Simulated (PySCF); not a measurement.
**Ni, Ni+: ionisation energy in x2c-TZVPPall plus 1 even-tempered diffuse shell per l**

Aim: the ionisation energy of nickel from differences of total energies, at each level of theory, and how far each lands from the tabulated value where there is one.

The numbers are computed with PySCF 2.14.0 (unrestricted determinants in a Gaussian basis, no spin-orbit coupling in the energies), except any that are marked as measured or tabulated.

### 1 Starting point

```
Element                                   : nickel (Z = 28)
Basis                                     : x2c-TZVPPall with one added diffuse shell each of s, p, d, f type (7s6p5d3f1g, 80 functions)
Hamiltonian                               : scalar relativity by spin-free X2C-1e
State 1                                   : Ni: [Ar] 3d8 4s2, high-spin 3F determinant
State 2                                   : Ni+: [Ar] 3d9, 2D determinant
Methods                                   : CCSD(T)
Core shells frozen in the correlated runs : valence and next inner shell: [Ne] (for Ni)
```

Outer shells as boxes (Hund's rule):

Ni [Ar] 3d8 4s2
```
[Ar] core
3d [↑↓][↑↓][↑↓][↑ ][↑ ]
4s [↑↓]
```

Ni+ [Ar] 3d9
```
[Ar] core
3d [↑↓][↑↓][↑↓][↑↓][↑ ]
```

One driver process ran all states and methods and kept the integrals in memory. Each run is shown as a PySCF script that sums up its settings (the driver passes frozen orbitals as a list and adds second-order terms of double hybrids); the logs are those of the runs themselves. The driver starts from symmetry-adapted Hartree-Fock orbitals, holds the occupation by maximum overlap and uses a logarithmic radial grid for functionals, so a plain start would take other cycles.

The integrals over 80 functions and the set-up took 1.1 s of CPU time.

### 2 Ni: CCSD(T) (valence and next inner shell)

Level: CCSD(T) (valence and next inner shell).

The input, input.py:

```python
from pyscf import gto, scf, dft, mp, cc
import basis_set_exchange as bse
mol = gto.M(atom="Ni 0 0 0", charge=0, spin=2, symmetry="D2h",
            basis=gto.basis.parse(bse.get_basis("x2c-TZVPPall", elements=["Ni"], fmt="nwchem", augment_diffuse=1)),
            nucmod="G")
mf = scf.UHF(mol).sfx2c1e()
mf.irrep_nelec = {'Ag': (6, 4), 'B1g': (1, 1), 'B2g': (1, 1), 'B3g': (1, 1), 'B1u': (2, 2), 'B2u': (2, 2), 'B3u': (2, 2)}
mf.kernel()
mycc = cc.CCSD(mf, frozen=5).run()
mycc.ccsd_t()
```

Log:

```text
CC2 = 0
CCSD nocc = (np.int64(10), np.int64(8)), nmo = (75, 75)
frozen orbitals [[0, 1, 2, 3, 4], [0, 1, 2, 3, 4]]
max_cycle = 100
direct = 0
conv_tol = 1e-08
conv_tol_normt = 1e-06
diis_space = 8
diis_start_cycle = 0
Init t2, MP2 energy = -0.665723999139722
Init E_corr(UCCSD) = -0.665723999155453
cycle = 1  E_corr(UCCSD) = -0.608763062644915  dE = 0.0569609365  norm(t1,t2) = 0.116517
cycle = 2  E_corr(UCCSD) = -0.637639006624482  dE = -0.028875944  norm(t1,t2) = 0.0474596
cycle = 3  E_corr(UCCSD) = -0.633068025413763  dE = 0.00457098121  norm(t1,t2) = 0.0295899
cycle = 4  E_corr(UCCSD) = -0.634053187347533  dE = -0.000985161934  norm(t1,t2) = 0.00893354
cycle = 5  E_corr(UCCSD) = -0.634670418155409  dE = -0.000617230808  norm(t1,t2) = 0.0020907
cycle = 6  E_corr(UCCSD) = -0.634712006931762  dE = -4.15887764e-05  norm(t1,t2) = 0.000693971
cycle = 7  E_corr(UCCSD) = -0.634662691485585  dE = 4.93154462e-05  norm(t1,t2) = 0.000419861
cycle = 8  E_corr(UCCSD) = -0.634666050706913  dE = -3.35922133e-06  norm(t1,t2) = 0.000170573
cycle = 9  E_corr(UCCSD) = -0.634678983278659  dE = -1.29325717e-05  norm(t1,t2) = 8.41754e-05
cycle = 10  E_corr(UCCSD) = -0.634676345761754  dE = 2.6375169e-06  norm(t1,t2) = 3.93623e-05
cycle = 11  E_corr(UCCSD) = -0.634675327963929  dE = 1.01779783e-06  norm(t1,t2) = 2.03237e-05
cycle = 12  E_corr(UCCSD) = -0.634676013107001  dE = -6.85143072e-07  norm(t1,t2) = 9.70162e-06
cycle = 13  E_corr(UCCSD) = -0.634675719061  dE = 2.94046002e-07  norm(t1,t2) = 3.8112e-06
cycle = 14  E_corr(UCCSD) = -0.634675883056691  dE = -1.63995691e-07  norm(t1,t2) = 1.4536e-06
cycle = 15  E_corr(UCCSD) = -0.634675856381852  dE = 2.66748389e-08  norm(t1,t2) = 6.1976e-07
cycle = 16  E_corr(UCCSD) = -0.634675812072345  dE = 4.43095067e-08  norm(t1,t2) = 3.10082e-07
cycle = 17  E_corr(UCCSD) = -0.634675821157972  dE = -9.08562703e-09  norm(t1,t2) = 1.43067e-07
UCCSD converged
E(UCCSD) = -1519.724241108122  E_corr = -0.6346758211579724
UCCSD(T) correction = -0.0175311634884404
```

CPU time 73 s on a shared host, the integrals not counted.

CCSD correlation -0.63468 hartree, triples -0.01753; total -1519.741772. T1 = 0.019, largest double amplitude 0.065.

### 3 Ni+, at CCSD(T) (valence and next inner shell)

Level: CCSD(T) (valence and next inner shell).

The input, input.py:

```python
from pyscf import gto, scf, dft, mp, cc
import basis_set_exchange as bse
mol = gto.M(atom="Ni 0 0 0", charge=1, spin=1, symmetry="D2h",
            basis=gto.basis.parse(bse.get_basis("x2c-TZVPPall", elements=["Ni"], fmt="nwchem", augment_diffuse=1)),
            nucmod="G")
mf = scf.UHF(mol).sfx2c1e()
mf.irrep_nelec = {'Ag': (5, 4), 'B1g': (1, 1), 'B2g': (1, 1), 'B3g': (1, 1), 'B1u': (2, 2), 'B2u': (2, 2), 'B3u': (2, 2)}
mf.kernel()
mycc = cc.CCSD(mf, frozen=5).run()
mycc.ccsd_t()
```

Log:

```text
CC2 = 0
CCSD nocc = (np.int64(9), np.int64(8)), nmo = (75, 75)
frozen orbitals [[0, 1, 2, 3, 4], [0, 1, 2, 3, 4]]
max_cycle = 100
direct = 0
conv_tol = 1e-08
conv_tol_normt = 1e-06
diis_space = 8
diis_start_cycle = 0
Init t2, MP2 energy = -0.728082602188299
Init E_corr(UCCSD) = -0.728082602189457
cycle = 1  E_corr(UCCSD) = -0.61578167329294  dE = 0.112300929  norm(t1,t2) = 0.145075
cycle = 2  E_corr(UCCSD) = -0.667818652667822  dE = -0.0520369794  norm(t1,t2) = 0.0864637
cycle = 3  E_corr(UCCSD) = -0.654657385619051  dE = 0.013161267  norm(t1,t2) = 0.0659508
cycle = 4  E_corr(UCCSD) = -0.653011517512329  dE = 0.00164586811  norm(t1,t2) = 0.00558338
cycle = 5  E_corr(UCCSD) = -0.653209569550735  dE = -0.000198052038  norm(t1,t2) = 0.00270576
cycle = 6  E_corr(UCCSD) = -0.653468373721116  dE = -0.00025880417  norm(t1,t2) = 0.000864294
cycle = 7  E_corr(UCCSD) = -0.65346169387841  dE = 6.67984271e-06  norm(t1,t2) = 0.000393855
cycle = 8  E_corr(UCCSD) = -0.653431049497388  dE = 3.0644381e-05  norm(t1,t2) = 0.000156984
cycle = 9  E_corr(UCCSD) = -0.653431165124434  dE = -1.15627045e-07  norm(t1,t2) = 0.00010099
cycle = 10  E_corr(UCCSD) = -0.65343655546105  dE = -5.39033662e-06  norm(t1,t2) = 8.44486e-05
cycle = 11  E_corr(UCCSD) = -0.653435062246342  dE = 1.49321471e-06  norm(t1,t2) = 7.13354e-05
cycle = 12  E_corr(UCCSD) = -0.653435550052873  dE = -4.87806532e-07  norm(t1,t2) = 6.16083e-05
cycle = 13  E_corr(UCCSD) = -0.653435155922386  dE = 3.94130487e-07  norm(t1,t2) = 4.82846e-05
cycle = 14  E_corr(UCCSD) = -0.65343480134059  dE = 3.54581796e-07  norm(t1,t2) = 3.70079e-05
cycle = 15  E_corr(UCCSD) = -0.653435433726944  dE = -6.32386355e-07  norm(t1,t2) = 2.47008e-05
cycle = 16  E_corr(UCCSD) = -0.653435955203026  dE = -5.21476082e-07  norm(t1,t2) = 1.5186e-05
cycle = 17  E_corr(UCCSD) = -0.653435512208365  dE = 4.42994662e-07  norm(t1,t2) = 6.83782e-06
cycle = 18  E_corr(UCCSD) = -0.65343533316075  dE = 1.79047615e-07  norm(t1,t2) = 4.50502e-06
cycle = 19  E_corr(UCCSD) = -0.653435504837471  dE = -1.71676721e-07  norm(t1,t2) = 3.30546e-06
cycle = 20  E_corr(UCCSD) = -0.653435367895504  dE = 1.36941967e-07  norm(t1,t2) = 2.95197e-06
cycle = 21  E_corr(UCCSD) = -0.653435325622709  dE = 4.22727946e-08  norm(t1,t2) = 2.20748e-06
cycle = 22  E_corr(UCCSD) = -0.653435421558301  dE = -9.59355919e-08  norm(t1,t2) = 1.50219e-06
cycle = 23  E_corr(UCCSD) = -0.653435410649799  dE = 1.09085019e-08  norm(t1,t2) = 8.14377e-07
cycle = 24  E_corr(UCCSD) = -0.653435402713868  dE = 7.93593136e-09  norm(t1,t2) = 5.64871e-07
UCCSD converged
E(UCCSD) = -1519.440780547799  E_corr = -0.6534354027138679
UCCSD(T) correction = -0.017166133575868
```

It used 65 s of CPU time after the integrals (shared host).

CCSD correlation -0.65344 hartree, triples -0.01717; total -1519.457947. T1 = 0.013, largest double amplitude 0.021.

### 4 Differences of total energies

Ionisation energy: Ni [Ar] 3d8 4s2 (3F) → Ni+ [Ar] 3d9 (2D).

| method | value (eV) | less the reference (eV) |
| --- | --- | --- |
| UHF | 8.224 | +0.584 |
| MP2 (valence and next inner shell) | 6.527 | -1.113 |
| SCS-MP2 (valence and next inner shell) | 6.854 | -0.786 |
| CCSD (valence and next inner shell) | 7.713 | +0.073 |
| CCSD(T) (valence and next inner shell) | 7.723 | +0.083 |

Reference: 7.640 eV (measured; NIST Atomic Spectra Database, ionization energies). The reference lies between the lowest fine-structure levels, while these numbers refer to the centres of the terms. Errors of the correlated levels include the incompleteness of this basis.

The runs at UHF, MP2 (valence and next inner shell) are not shown; their differences are listed all the same.

### 5 Summary of results

```
             quantity                                                                        value
ionisation energy, Ni  UHF 8.224, CCSD(T) (valence and next inner shell) 7.723 eV; reference 7.640
```

Each level's miss (mean over 1 difference):

| method | mean absolute miss against CCSD(T) (valence and next inner shell) (eV) |
| --- | --- |
| UHF | 0.501 |
| MP2 (valence and next inner shell) | 1.196 |
| SCS-MP2 (valence and next inner shell) | 0.869 |
| CCSD (valence and next inner shell) | 0.010 |
| CCSD(T) (valence and next inner shell) | 0.000 |

The methods span 1.697 eV, from MP2 (valence and next inner shell) (6.527) to UHF (8.224). The reference is uncertain or not like for like (spin-orbit coupling or other relativistic terms), so no ranking of close methods is drawn. All values hold for this basis alone; no basis-set limit was taken.
